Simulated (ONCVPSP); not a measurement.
# Pseudopotential generation for arsenic: ONCV, PBE

Task: generate the file, and judge it by its errors in other configurations, its logarithmic derivatives, its ghosts and its cutoff.

Method: ONCVPSP 4.0.1.1 (patched build), PBE, scalar-relativistic.

**1. Starting point**

Typed settings, in words:

```
element                 : arsenic (As, Z = 33)
type                    : optimised norm-conserving Vanderbilt (ONCV)
frozen core             : [Ar]
valence charge          : 15
reference configuration : 3d10 4s2 4p3
partial waves           : 4s: rc 1.75 bohr, ncon 4, nbas 8, qcut 4.8 1/bohr, 2 projectors, debl 2.5 Ha; 4p: rc 1.45 bohr, ncon 4, nbas 7, qcut 4.6 1/bohr, 2 projectors, debl 0.4 Ha; 3d: rc 1.10 bohr, ncon 4, nbas 9, qcut 15.1 1/bohr, 2 projectors, debl 4 Ha
local potential         : polynomial inside 0.85 bohr (lpopt 5, dvloc0 6 Ha)
core correction         : not asked for
```

The nodes and maxima of the atom's own shells, from an earlier all-electron run, set the scale for the radii.

All-electron outer shells of the reference configuration (PBE, scalar-relativistic, ld1.x):

```json
{"shell": "3s", "level (eV)": "-190.31", "outermost node (bohr)": "0.25", "outermost maximum (bohr)": "0.52"}
{"shell": "3p", "level (eV)": "-133.68", "outermost node (bohr)": "0.22", "outermost maximum (bohr)": "0.52"}
{"shell": "3d", "level (eV)": "-40.65", "outermost node (bohr)": "–", "outermost maximum (bohr)": "0.47"}
{"shell": "4s", "level (eV)": "-14.49", "outermost node (bohr)": "0.73", "outermost maximum (bohr)": "1.61"}
{"shell": "4p", "level (eV)": "-5.19", "outermost node (bohr)": "0.78", "outermost maximum (bohr)": "2.00"}
```

**2. The generation run**

File As.dat:

```
# ATOM AND REFERENCE CONFIGURATION
# atsym  z   nc   nv     iexc    psfile
  As 33.00    5    3        4      upf
#
#   n    l    f
    1    0    2.00
    2    0    2.00
    2    1    6.00
    3    0    2.00
    3    1    6.00
    3    2   10.00
    4    0    2.00
    4    1    3.00
#
# PSEUDOPOTENTIAL AND OPTIMIZATION
# lmax
    2
#
#   l,   rc,      ep,       ncon, nbas, qcut
    0    1.75    0.00    4    8    4.80
    1    1.45    0.00    4    7    4.60
    2    1.10    0.00    4    9   15.10
#
# LOCAL POTENTIAL
# lloc, lpopt,  rc(5),   dvloc0
    4    5    0.85    6.00
#
# VANDERBILT-KLEINMAN-BYLANDER PROJECTORs
# l, nproj, debl
    0    2    2.50
    1    2    0.40
    2    2    4.00
#
# MODEL CORE CHARGE
# icmod, fcfact, rcfact
    0    0.00    0.00
#
# LOG DERIVATIVE ANALYSIS
# epsh1, epsh2, depsh
   -3.00    5.00    0.02
#
# OUTPUT GRID
# rlmax, drl
    6.00    0.01
#
# TEST CONFIGURATIONS
# ncnf
    4
# nvcnf
#   n    l    f
    3
    3    2   10.00
    4    0    2.00
    4    1    2.00
#
    3
    3    2   10.00
    4    0    2.00
    4    1    1.00
#
    3
    3    2   10.00
    4    0    2.00
    4    1    0.00
#
    3
    3    2   10.00
    4    0    0.00
    4    1    5.00
#
```

Command:

```
$ oncvpsp.x < As.dat > As.out
```

**Question.** What will these runs give? Wanted: cutoffs for 1 and 0.1 mHa per electron, occupied waves; bound ghosts; GHOST(+) flags; largest test error; largest phase difference near zero energy, channels read.

As calculated:

| quantity | value |
| --- | --- |
| cutoffs for 1 and 0.1 mHa per electron, occupied waves | 90 Ha and 100 Ha |
| bound ghosts | p at -102.64 eV |
| GHOST(+) flags | s at 8 eV, p at 1176 eV |
| largest test error (AE − PS) | +5.4 meV, for 3d10 4s2 4p0 |
| largest phase difference near zero energy, channels read | 3.129 rad |

In words: A bound ghost (p) makes it unfit for use: electrons can fall into a state that the atom doesn't have. By total energies transferability is good: the largest error is 5.4 meV on 54.8 eV, for 3d10 4s2 4p0. Atomic tests can pass in spite of a ghost, since they solve only for the levels asked. It counts as very hard, with 90 Ha needed at the looser tolerance. At the looser tolerance the 3d wave is the slowest; 4s needs 10 Ha. Of the channels read, s scatters worst near zero energy, by up to 3.13 rad. A step near π is an extra or missing state, not a misfit of shape. The pseudo curves have a pole with no partner nearby in the atom's: s at 0.30 Ha. At positive energy that is a spurious or a displaced resonance. The program also flags highly localised states, GHOST(+) (s, p). All of this concerns the isolated atom, not yet a solid.
